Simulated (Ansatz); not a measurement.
# AlSn (P-6m2) in Ansatz: settings compared

One crystal, AlSn, is run at these levels: PBE, BLYP+D4; tasks: single point, relaxation of cell and atoms.

All numbers are computed with Ansatz 0.2.0; they aren't measurements. Logs are shortened: lines on timing, memory, paths and dates and some standing lists are left out, and cuts for length are marked.

## (1) Starting point

The structure is hexagonal, space group P-6m2 (No. 187). Conventional cell: a = 4.198 Å, b = 4.198 Å, c = 3.307 Å, α = 90.00°, β = 90.00°, γ = 120.00°. Sn (site symmetry -6m2) has 6 Al at 2.93 Å and 2 Sn at 3.31 Å as nearest neighbours. Al (site symmetry -6m2) has 6 Sn at 2.93 Å and 2 Al at 3.31 Å as nearest neighbours.

The cell comes from a database or a generator and needn't be the stable form of this composition.

## (2) Single point, PBE

Contents of input.yaml:

```yaml
crystal:
  lattice:
    - [4.1981056157, 0.0, 0.0]
    - [-2.0990528078, 3.6356661109, 0.0]
    - [0.0, 0.0, 3.306847]
  atoms:
    - { symbol: Sn, position: [0.3333333333, 0.6666666667, 0.5] }
    - { symbol: Al, position: [0.0, 0.0, 0.0] }
hamiltonian:
  xc: pbe
  pseudopotentials: { kind: paw }
kpoints:
  mp_grid: { grid: [7, 7, 8] }
scf:
  occupations: { method: gaussian, width: 0.011 }
output:
  forces: true
  stress: true
  eigenvalues: true
  write_density: true
  write_potential: true
  elf: true
  volumetric_format: npy
```

Potentials or basis: Ansatz PAW.

The run is started by

```
$ ansatz run input.yaml --threads 2 --pin off --max-ram 5632MiB --backend cpu --events-out ev --progress --plain --runs-dir out
```

Output:

```text
Warning: RAYON_NUM_THREADS=2 ignored (pool sized by the plan → 2); use --threads N
Engine: ansatz 0.2.0, aarch64-unknown-linux-gnu
Pseudopotentials: kind: paw
Pseudopotential: Sn, paw, valence charge 14, recommended cutoff 420 eV (normal), Sn.paw.azcp
Pseudopotential: Al, paw, valence charge 3, recommended cutoff 420 eV (normal), Al.paw.azcp
Functional definition: PBE
  parameter kappa = 0.804
  parameter beta = 0.06672455060314922
  exchange = pbe_x(kappa = kappa, mu = beta*pi^2/3)
  correlation = pbe_c(beta = beta)
Crystal: 2 atoms, lattice volume = 50.472 Å³
Basis set: ecut = 420 eV, 953 PW (Γ), exchange–correlation on 60×60×48 points (8 copies of the dense FFT grid, shifted against one another)
Bands: 13, of which v1, the nominal top of the filled ones, is band 9 counted from 1 (8 counted from 0)
Symmetry: 12 space group operations
Space group: P-6m2 (ITA 187), of the structure as read, at distance tolerance 3.7e-5 Å
k-points: 40 of 392 (time reversal used)
Non-local potential: Sn, projectors of the file, l = 0: 2, l = 1: 2, l = 2: 2, l = 3: 2
Non-local potential: Al, projectors of the file, l = 0: 2, l = 1: 2, l = 2: 1
PAW form: soft (Blöchl's): semilocal exchange-correlation on the pseudo side does not see the compensation charge
PAW one-centre angular grid: Sn, 590 points (default); XC on 64 Gauss nodes
PAW one-centre angular grid: Al, 110 points (default); XC on 64 Gauss nodes
Initial density: superposition of atomic densities (neutral atoms: chi_scale 0, normalization atom), corrected by the library's trained network
Initial wavefunctions: pseudopotential atomic-orbital guess
Functional: x = pbe(κ = 0.804, μ = 0.2195149727645171), c = pbe(β = 0.06672455060314922)
SCF iter   1: F=—  HF=-6561.323987 eV  |F-HF|=—  |Δ(HF+E_count)|=         —  Δρ=1.92e-3  dr2=2.59e-3  ethr=1.77e-3  ⟨swp⟩=6.2  Hψ=3401  notcnv=0
preconditioner: auto → none  [insulator: Δε(μ)=0.094 eV  Ē_g=18.311 eV  σ=0.011 eV  W_gap=0.75  n_scr=8 (ndim 8)  ℏωp=21.6 eV  f_vac=0.000  D(μ)=0.83/eV (n_scr^D=6)  ε∞_Penn≈2.4]
SCF iter   2: F=—  HF=-6561.323034 eV  |F-HF|=—  |Δ(HF+E_count)|=   9.53e-4  Δρ=8.74e-4  dr2=3.81e-4  ethr=1.52e-5  ⟨swp⟩=2.2  Hψ=1317  notcnv=0  defer=26
SCF iter   3: F=—  HF=-6561.323045 eV  |F-HF|=—  |Δ(HF+E_count)|=   1.05e-5  Δρ=2.91e-4  dr2=4.01e-5  ethr=2.24e-6  ⟨swp⟩=2.0  Hψ=988  notcnv=0  defer=26
SCF iter   4: F=—  HF=-6561.323070 eV  |F-HF|=—  |Δ(HF+E_count)|=   2.53e-5  Δρ=8.81e-5  dr2=2.21e-6  ethr=2.36e-7  ⟨swp⟩=2.6  Hψ=754  notcnv=0  defer=26
SCF iter   5: F=—  HF=-6561.323073 eV  |F-HF|=—  |Δ(HF+E_count)|=   2.80e-6  Δρ=1.93e-5  dr2=1.13e-7  ethr=1.30e-8  ⟨swp⟩=2.0  Hψ=828  notcnv=0  defer=26
SCF iter   6: F=-6561.323073 eV  HF=-6561.323073 eV  |F-HF|=3.53e-10  |Δ(HF+E_count)|=   5.00e-8  Δρ=3.92e-6  dr2=6.73e-9  ethr=5.88e-10  ⟨swp⟩=10.6  Hψ=3357  notcnv=0
SCF 1 converged in 6 iterations: F = -6561.323073 eV  dr2 = 6.73e-9
SCF converged after 6 iterations
Free energy (F): -6561.323073 eV
Harris-Foulkes:  -6561.323073 eV  (|F-HF|=3.53e-10)
Internal energy: -6561.323023 eV  (E = F + TS)
E sigma→0 (E₀):  -6561.323048 eV
Entropy (-TS):   -0.000050 eV (-0.025 meV/atom)
Fermi energy:    7.897760 eV
--- Per-component energies (eV) ---
  E_band       = -108.266355
  E_kinetic    = 207.406517
  E_local      = -1142.404024  (includes V_loc(G=0)·N_el)
  E_nonlocal   = -21.609956
  E_hartree    = 665.554381
  E_xc         = -421.153916
  E_vxc        = -123.529143  (∫ρ·V_xc dr)
  E_paw        = -4603.766954  (= ΣΔE_a)
  E_vpaw       = -359.241800  (= ΣTr[D̂ρ^β])
  E_aug_tail   = -0.000003  (compensation charges beyond the density's cutoff)
  E_ewald      = -1245.349068
  E_smearing   = -0.000050  (= −TS)
  E_closure    = 0.000000  (closes the sum)
  Σ components = -6561.323073   (vs F -6561.323073, Δ=0.00e0)
--- Forces (eV/Å), atoms counted from 1 ---
  atom   1  Sn     0.00000000     0.00000000     0.00000000
  atom   2  Al    -0.00000000    -0.00000000     0.00000000
  max |Σ_I F_I| component: 7.40e-17 eV/Å
--- Stress (GPa, compression-positive) ---
        0.009177       0.000000       0.000000
        0.000000       0.009177       0.000000
        0.000000       0.000000       0.820702
  P = ⅓ Tr σ = 0.2797 GPa (2.797 kbar)
--- Band table (eV; the first three rows and the last of 40) ---
  k-point 0: bands = ["-13.4669", "-13.3610", "-13.3610", "-13.3417", "-13.3417", "-2.5534", "7.6739", "7.6739", "8.5890", "10.4977", "11.0158", "11.0158", "13.0658"]
  k-point 1: bands = ["-13.4411", "-13.3599", "-13.3599", "-13.3511", "-13.3511", "-2.3344", "7.9030", "7.9030", "8.0771", "9.1241", "11.1891", "11.1891", "14.0404"]
  k-point 2: bands = ["-13.3786", "-13.3741", "-13.3741", "-13.3569", "-13.3569", "-1.6775", "5.5432", "8.5735", "8.5735", "9.5338", "11.6666", "11.6666", "14.5079"]
  k-point 39: bands = ["-13.4170", "-13.4127", "-13.3477", "-13.3400", "-13.2773", "2.3765", "3.9848", "4.9402", "5.5884", "7.2526", "8.2679", "15.0085", "15.4082"]
```

Run time: 2.4 s. Hardware: 2 threads of Arm Neoverse V1, shared host; peak memory 0.32 GiB.

What came out:

- Free energy: -6561.3231 eV
- Pressure: 0.3 GPa
- Band gap on the k mesh: none (metal or under the smearing width)

## (3) Relaxation of cell and atoms, PBE

input.yaml: that of step 2 with these lines changed.

```diff
@@ -14,3 +14,3 @@
 scf:
-  occupations: { method: gaussian, width: 0.011 }
+  occupations: { method: fermi_dirac, width: 0.05 }
 output:
@@ -19,5 +19,5 @@
   eigenvalues: true
-  write_density: true
-  write_potential: true
-  elf: true
-  volumetric_format: npy
+relax:
+  f_tol: 0.01
+  max_steps: 40
+  cell: { stress_tol: 0.05 }
```

Potentials or basis: Ansatz PAW.

The run is started by

```
$ ansatz run input.yaml --threads 2 --pin off --max-ram 5632MiB --backend cpu --events-out ev --progress --plain --runs-dir out
```

Output:

```text
Warning: RAYON_NUM_THREADS=2 ignored (pool sized by the plan → 2); use --threads N
[... 9 set-up lines as earlier in the session ...]
Crystal: 2 atoms, lattice volume = 50.472 Å³
Basis set: ecut = 420 eV, 953 PW (Γ), exchange–correlation on 60×60×48 points (8 copies of the dense FFT grid, shifted against one another)
Bands: 13, of which v1, the nominal top of the filled ones, is band 9 counted from 1 (8 counted from 0)
[... 2 set-up lines as earlier in the session ...]
k-points: 40 of 392 (time reversal used)
[... 8 set-up lines as earlier in the session ...]
SCF iter   1: F=—  HF=-6561.325462 eV  |F-HF|=—  |Δ(HF+E_count)|=         —  Δρ=1.84e-3  dr2=2.28e-3  ethr=1.77e-3  ⟨swp⟩=5.9  Hψ=3312  notcnv=0
preconditioner: auto → none  [metal: Δε(μ)=0.094 eV  Ē_g=18.311 eV  σ=0.050 eV  W_gap=0.38  n_scr=8 (ndim 8)  ℏωp=21.6 eV  f_vac=0.000  D(μ)=0.40/eV (n_scr^D=0)  sad-step TF]
SCF iter   2: F=—  HF=-6561.324828 eV  |F-HF|=—  |Δ(HF+E_count)|=   6.34e-4  Δρ=1.18e-3  dr2=1.03e-3  ethr=1.34e-5  ⟨swp⟩=2.1  Hψ=1089  notcnv=0
SCF iter   3: F=—  HF=-6561.324798 eV  |F-HF|=—  |Δ(HF+E_count)|=   2.98e-5  Δρ=6.88e-4  dr2=2.30e-4  ethr=6.05e-6  ⟨swp⟩=2.0  Hψ=840  notcnv=0
SCF iter   4: F=—  HF=-6561.324684 eV  |F-HF|=—  |Δ(HF+E_count)|=   1.14e-4  Δρ=2.23e-4  dr2=1.72e-5  ethr=1.35e-6  ⟨swp⟩=2.2  Hψ=800  notcnv=0
SCF iter   5: F=—  HF=-6561.324687 eV  |F-HF|=—  |Δ(HF+E_count)|=   3.57e-6  Δρ=3.41e-5  dr2=4.40e-7  ethr=1.01e-7  ⟨swp⟩=2.2  Hψ=808  notcnv=0
SCF iter   6: F=-6561.324687 eV  HF=-6561.324687 eV  |F-HF|=2.70e-8  |Δ(HF+E_count)|=   3.51e-8  Δρ=6.69e-6  dr2=3.43e-8  ethr=5.88e-10  ⟨swp⟩=7.3  Hψ=2737  notcnv=0
SCF 1 converged in 6 iterations: F = -6561.324687 eV  dr2 = 3.43e-8
relax step   1: F+E_penalty+E_count = -6561.32468747 eV  Δ(F+E_penalty+E_count) = +0.000e0 eV  max|allowed force component| = 4.626e-17 eV/Å  Δτ_max = 0.0000 Å  P = +0.249 GPa  Ω = 50.472 Å³  (6 SCF iters, dr2 threshold 1.00e-7 eV, accepted)
Crystal: 2 atoms, lattice volume = 50.783 Å³
Initial density: handed on by an earlier stage of this run
Initial wavefunctions: those handed on with the density
iter 1 solved again at ethr=2.19e-7 eV; its pass at ethr=3.10e-3 eV (dr2=3.72e-5 eV) is discarded
SCF iter   1: F=—  HF=-6561.324806 eV  |F-HF|=—  |Δ(HF+E_count)|=         —  Δρ=2.32e-4  dr2=3.75e-5  ethr=2.19e-7  ⟨swp⟩=3.2  Hψ=3820  notcnv=0
preconditioner: auto → none  [insulator: Δε(μ)=0.148 eV  Ē_g=18.274 eV  σ=0.050 eV  W_gap=0.59  n_scr=8 (ndim 8)  ℏωp=21.5 eV  f_vac=0.000  D(μ)=0.36/eV (n_scr^D=0)  ε∞_Penn≈2.4]
SCF iter   2: F=—  HF=-6561.324813 eV  |F-HF|=—  |Δ(HF+E_count)|=   6.99e-6  Δρ=1.09e-4  dr2=6.45e-6  ethr=2.19e-7  ⟨swp⟩=1.0  Hψ=526  notcnv=0
SCF iter   3: F=—  HF=-6561.324813 eV  |F-HF|=—  |Δ(HF+E_count)|=   4.89e-7  Δρ=2.15e-5  dr2=3.24e-7  ethr=3.80e-8  ⟨swp⟩=1.9  Hψ=641  notcnv=0
SCF iter   4: F=-6561.324813 eV  HF=-6561.324813 eV  |F-HF|=2.50e-9  |Δ(HF+E_count)|=   8.79e-8  Δρ=6.26e-6  dr2=1.50e-8  ethr=1.18e-9  ⟨swp⟩=5.8  Hψ=2440  notcnv=0
SCF 2 converged in 4 iterations: F = -6561.324813 eV  dr2 = 1.50e-8
relax step   2: F+E_penalty+E_count = -6561.32481251 eV  Δ(F+E_penalty+E_count) = -1.250e-4 eV  max|allowed force component| = 7.401e-17 eV/Å  Δτ_max = 0.0000 Å  P = -0.104 GPa  Ω = 50.783 Å³  energy of the carried Pulay correction = -7.151e-5 eV  (4 SCF iters, dr2 threshold 2.00e-7 eV, accepted)
Crystal: 2 atoms, lattice volume = 50.695 Å³
iter 1 solved again at ethr=2.40e-8 eV; its pass at ethr=3.10e-3 eV (dr2=4.07e-6 eV) is discarded
SCF iter   1: F=—  HF=-6561.324879 eV  |F-HF|=—  |Δ(HF+E_count)|=         —  Δρ=7.35e-5  dr2=4.04e-6  ethr=2.40e-8  ⟨swp⟩=2.9  Hψ=3695  notcnv=0
preconditioner: auto → none  [insulator: Δε(μ)=0.124 eV  Ē_g=18.280 eV  σ=0.050 eV  W_gap=0.51  n_scr=8 (ndim 8)  ℏωp=21.5 eV  f_vac=0.000  D(μ)=0.38/eV (n_scr^D=0)  ε∞_Penn≈2.4]
SCF iter   2: F=—  HF=-6561.324892 eV  |F-HF|=—  |Δ(HF+E_count)|=   1.26e-5  Δρ=3.36e-5  dr2=6.50e-7  ethr=2.37e-8  ⟨swp⟩=1.2  Hψ=559  notcnv=0
SCF iter   3: F=-6561.324891 eV  HF=-6561.324891 eV  |F-HF|=2.78e-8  |Δ(HF+E_count)|=   7.35e-8  Δρ=7.36e-6  dr2=3.72e-8  ethr=7.43e-10  ⟨swp⟩=5.9  Hψ=2204  notcnv=0
SCF 3 converged in 3 iterations: F = -6561.324891 eV  dr2 = 3.72e-8
relax step   3: F+E_penalty+E_count = -6561.32489146 eV  Δ(F+E_penalty+E_count) = -7.895e-5 eV  max|allowed force component| = 8.327e-17 eV/Å  Δτ_max = 0.0000 Å  P = -0.001 GPa  Ω = 50.695 Å³  energy of the carried Pulay correction = -5.098e-5 eV  (3 SCF iters, dr2 threshold 1.26e-7 eV, accepted)
Initial wavefunctions: pseudopotential atomic-orbital guess (no wavefunctions were taken with the density)
iter 1 solved again at ethr=3.40e-7 eV; its pass at ethr=3.10e-3 eV (dr2=5.78e-5 eV) is discarded
SCF iter   1: F=—  HF=-6561.324927 eV  |F-HF|=—  |Δ(HF+E_count)|=         —  Δρ=8.58e-6  dr2=3.06e-8  ethr=3.40e-7  ⟨swp⟩=2.6  Hψ=4556  notcnv=0
eigensolver tolerance schedule: the retry pair's looser diagonalisation over-reported the residual by 1885.64 of it (diagonalisation noise at 0.26 of the residual, at the tolerance the schedule requests for it); recorded, not acted on — ethr = c·dr2/N_el stays at c = 1.0e-1
SCF iter   2: F=—  HF=-6561.324941 eV  |F-HF|=—  |Δ(HF+E_count)|=   1.42e-5  Δρ=3.86e-6  dr2=3.73e-9  ethr=1.80e-10  ⟨swp⟩=2.7  Hψ=915  notcnv=0
SCF iter   3: F=—  HF=-6561.324941 eV  |F-HF|=—  |Δ(HF+E_count)|=   3.69e-9  Δρ=1.38e-6  dr2=4.73e-10  ethr=2.19e-11  ⟨swp⟩=1.4  Hψ=577  notcnv=0
SCF iter   4: F=-6561.324941 eV  HF=-6561.324941 eV  |F-HF|=8.19e-12  |Δ(HF+E_count)|=  5.92e-10  Δρ=1.39e-7  dr2=1.27e-11  ethr=1.00e-12  ⟨swp⟩=4.8  Hψ=2382  notcnv=0
SCF 4 converged in 4 iterations: F = -6561.324941 eV  dr2 = 1.27e-11
relax step   4: F+E_penalty+E_count = -6561.32494122 eV  Δ(F+E_penalty+E_count) = -4.977e-5 eV  max|allowed force component| = 4.626e-17 eV/Å  Δτ_max = 0.0000 Å  P = -0.001 GPa  Ω = 50.695 Å³  stress off target by 2.72e-3 GPa  SCF on the basis re-selected at this cell (its energy is not comparable with the rows above)  (4 SCF iters)
basis re-selected at this cell: Δ(F+E_penalty+E_count) = -4.977e-5 eV, ΔP = +0.001 GPa vs the last step (what re-selecting the basis moved, of the pressure what is left beyond the Pulay correction that the steps carried, after the strain that the cell walked since its last selection, with what the two solves' SCF thresholds leave and, on support functions, any second-order correction that the steps lacked; it is no measure of the basis error at this ecutwfc). This SCF's stress stands 2.72e-3 GPa from its target on what of the cell is left free (relax.cell.stress_tol is 5.00e-2 GPa) and its largest allowed force component is 4.63e-17 eV/Å (relax.f_tol is 1.00e-2 eV/Å): within both
SCF converged after 4 iterations
Free energy (F): -6561.324941 eV
Harris-Foulkes:  -6561.324941 eV  (|F-HF|=8.19e-12)
Internal energy: -6561.321133 eV  (E = F + TS)
E sigma→0 (E₀):  -6561.323037 eV
Entropy (-TS):   -0.003808 eV (-1.904 meV/atom)
Fermi energy:    7.841445 eV
--- Per-component energies (eV) ---
  E_band       = -109.087913
  E_kinetic    = 207.271043
  E_local      = -1144.589846  (includes V_loc(G=0)·N_el)
  E_nonlocal   = -21.620479
  E_hartree    = 666.267787
  E_xc         = -421.084326
  E_vxc        = -123.436936  (∫ρ·V_xc dr)
  E_paw        = -4603.766802  (= ΣΔE_a)
  E_vpaw       = -359.247322  (= ΣTr[D̂ρ^β])
  E_aug_tail   = -0.000003  (compensation charges beyond the density's cutoff)
  E_ewald      = -1243.798508
  E_smearing   = -0.003808  (= −TS)
  E_closure    = 0.000000  (closes the sum)
  Σ components = -6561.324941   (vs F -6561.324941, Δ=0.00e0)
--- Forces (eV/Å), atoms counted from 1 ---
  atom   1  Sn    -0.00000000    -0.00000000     0.00000000
  atom   2  Al     0.00000000     0.00000000     0.00000000
  max |Σ_I F_I| component: 5.55e-17 eV/Å
--- Stress (GPa, compression-positive) ---
       -0.002213       0.000000       0.000000
        0.000000      -0.002213       0.000000
        0.000000       0.000000       0.002721
  P = ⅓ Tr σ = -0.0006 GPa (-0.006 kbar)
--- Band table (eV; the first three rows and the last of 40) ---
  k-point 0: bands = ["-13.5193", "-13.4136", "-13.4136", "-13.3972", "-13.3972", "-2.5749", "7.6414", "7.6414", "8.5348", "10.3947", "10.9762", "10.9762", "12.9796"]
  k-point 1: bands = ["-13.4943", "-13.4125", "-13.4125", "-13.4063", "-13.4063", "-2.3574", "7.8687", "7.8687", "7.9856", "9.0783", "11.1478", "11.1478", "13.9951"]
  k-point 2: bands = ["-13.4336", "-13.4286", "-13.4286", "-13.4096", "-13.4096", "-1.7053", "5.4681", "8.5340", "8.5340", "9.4881", "11.6197", "11.6197", "14.4611"]
  k-point 39: bands = ["-13.4704", "-13.4661", "-13.4005", "-13.3929", "-13.3349", "2.3158", "3.9459", "4.9011", "5.5314", "7.2042", "8.2151", "14.9489", "15.3435"]
--- Relaxed structure (3 steps of the walk, 3 accepted, 1 SCFs on fresh bases) ---
  F+E_penalty+E_count = -6561.32494122 eV   max|allowed force component| = 4.626e-17 eV/Å   (the final SCF, on the basis selected at the relaxed cell)
  cell:  # Å, volume = 50.6952 Å³
    - [4.200778570841279, -2.888585232066876e-11, 0.0]
    - [-2.100389285395623, 3.637980958036278, 0.0]
    - [0.0, 0.0, 3.3172396853743233]
  atoms:
    - { symbol: Sn, position: [0.33333333333333326, 0.6666666666666665, 0.49999999999999994] }
    - { symbol: Al, position: [1.5407439555097887e-33, -2.775557561562891e-17, 0.0] }
```

It took 7.5 s on 2 threads of Arm Neoverse V1, shared host; peak memory 0.33 GiB.

What came out:

```
Free energy                            : -6561.3249 eV
Relaxed volume                         : 25.35 Å³/atom
Relaxed cell                           : a = 4.201 Å, b = 4.201 Å, c = 3.317 Å, α = 90.00°, β = 90.00°, γ = 120.00°
Space group after relaxing (to 0.05 Å) : P-6m2 (No. 187)
Energy gained by relaxing              : 0.1 meV/atom
Ionic steps                            : 4
Pressure after relaxing                : 0.0 GPa
Band gap on the k mesh                 : none (metal or under the smearing width)
```

The path:
| step | energy change (eV) | largest force (eV/Å) | volume (Å³) |
| --- | --- | --- | --- |
| 1 | 0.0000 | 0.0000 | 50.47 |
| 2 | -0.0001 | 0.0000 | 50.78 |
| 3 | -0.0002 | 0.0000 | 50.70 |
| 4 | -0.0003 | 0.0000 | 50.70 |

Final structure:
```
Sn Al
1.0
     4.20078    0.00000    0.00000
    -2.10039    3.63798    0.00000
     0.00000    0.00000    3.31724
Sn Al
1 1
Direct
  0.33333 0.66667 0.50000
  0.00000 0.00000 0.00000
```

Levels at points of the mesh, in eV from the Fermi level:
```tsv
k point	band 5	band 6	band 7	band 8	band 9	band 10	band 11	band 12
(0.00, 0.00, 0.00)	-21.24	-10.42	-0.20	-0.20	0.69	2.55	3.13	3.13
(0.00, 0.00, -0.50)	-21.19	-7.42	-6.20	2.71	2.71	3.57	3.57	3.77
```

Caveat: the plane-wave basis is chosen anew once the cell has moved, so the energies of steps on either side of that aren't comparable.

[end of part 1 of 2]
